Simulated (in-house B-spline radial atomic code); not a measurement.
**Dy³⁺: excited configurations**

How much energy does it take to promote electrons of Dy³⁺ to other shells? Each configuration is solved by itself and compared with the reference.

The numbers are computed with in-house B-spline radial atomic code version 1 (scalar-relativistic (spin-free one-electron X2C) wB97X, spin-polarised, spherical density, exact exchange averaged over the configuration, Fermi nucleus, basis-set limit), except any that are marked as measured or tabulated.

## Step 1: The atom as given

* element: dysprosium (Z = 66)
* charge: +3
* electrons: 63
* configuration: [Xe] 4f9
* Hamiltonian: scalar-relativistic (X2C)
* nucleus: Fermi, rms radius 5.222 fm

Outer shells as boxes (Hund's rule):

[Xe] 4f9
```
[Xe] core
4f [↑↓][↑↓][↑ ][↑ ][↑ ][↑ ][↑ ]
```

Where spins are not typed, each open shell is filled with up spins first.

Input settings:

```ini
Z = 66
electrons = 63.0
configuration = [Xe] 4f9
hamiltonian = x2c
method = wb97x
spin_polarised = True
nucleus = fermi
rms_radius = 5.2218
mass_number = 164
atomic_mass = 163.929180819
speed_of_light = 137.035999084
exact_exchange = averaged over the configuration
```

The reference is known from an earlier run: -12155.983430 hartree in all. Up to eight levels, counted from the top:

```
orbital  occupation  energy (eV)  <r> (bohr)
  4d up           5      -195.25      0.6083
4d down           5      -189.46      0.6090
  5s up           1      -84.699       1.276
5s down           1      -82.452       1.292
  5p up           3      -58.643       1.468
5p down           3      -57.047       1.492
  4f up           7      -41.746      0.7896
4f down           2      -37.360      0.8176
```

## Step 2: [Kr] 4d10 4f9 5s2 5p5 6s1

Input settings:

```ini
Z = 66
electrons = 63.0
configuration = [Kr] 4d10 4f9 5s2 5p5 6s1
hamiltonian = x2c
method = wb97x
spin_polarised = True
nucleus = fermi
rms_radius = 5.2218
mass_number = 164
atomic_mass = 163.929180819
speed_of_light = 137.035999084
exact_exchange = averaged over the configuration
```

Run with:

```sh
$ python run_scf.py task.json out
```

The settings of every run stand in task.json; they run in order.

## Step 3: [Kr] 4d9 4f9 5s2 5p6 5f1

The settings differ from step 2 so:

```diff
@@ -2,3 +2,3 @@
 electrons = 63.0
-configuration = [Kr] 4d10 4f9 5s2 5p5 6s1
+configuration = [Kr] 4d9 4f9 5s2 5p6 5f1
 hamiltonian = x2c
```

## Step 4: Run with [Kr] 4d9 4f9 5s2 5p6 6p1

The settings differ from step 3 so:

```diff
@@ -2,3 +2,3 @@
 electrons = 63.0
-configuration = [Kr] 4d9 4f9 5s2 5p6 5f1
+configuration = [Kr] 4d9 4f9 5s2 5p6 6p1
 hamiltonian = x2c
```

## Step 5: Configuration [Kr] 4d9 4f9 5s2 5p6 5d1

The settings differ from step 4 so:

```diff
@@ -2,3 +2,3 @@
 electrons = 63.0
-configuration = [Kr] 4d9 4f9 5s2 5p6 6p1
+configuration = [Kr] 4d9 4f9 5s2 5p6 5d1
 hamiltonian = x2c
```

## Step 6: [Kr] 4d9 4f9 5s2 5p6 6s1

The settings differ from step 5 so:

```diff
@@ -2,3 +2,3 @@
 electrons = 63.0
-configuration = [Kr] 4d9 4f9 5s2 5p6 5d1
+configuration = [Kr] 4d9 4f9 5s2 5p6 6s1
 hamiltonian = x2c
```

Q: How far above the reference does each configuration lie (order and size, in eV)?

**Answer**, as computed:

| net move | configuration | 2|M_S|+1 | energy above the reference (eV) | largest <r> (bohr) |
| --- | --- | --- | --- | --- |
| 5p → 6s | [Kr] 4d10 4f9 5s2 5p5 6s1 | 8 | 30.766 | 2.95 |
| 4d → 5d | [Kr] 4d9 4f9 5s2 5p6 5d1 | 8 | 161.32 | 1.98 |
| 4d → 6s | [Kr] 4d9 4f9 5s2 5p6 6s1 | 8 | 164.91 | 2.92 |
| 4d → 6p | [Kr] 4d9 4f9 5s2 5p6 6p1 | 8 | 170.95 | 3.46 |
| 4d → 5f | [Kr] 4d9 4f9 5s2 5p6 5f1 | 8 | 179.88 | 4.30 |

What this shows: At the bottom stands 5p → 6s (30.766 eV), at the top 4d → 5f (179.88 eV). 4 of them lie more than 60 % above minus the reference's highest level (37.360 eV), in the range where a state can decay by emitting an electron. The reference has 2|M_S|+1 = 6; 5 of the configurations differ from it in spin. These are spherical averages at the typed spins, not spectroscopic levels.
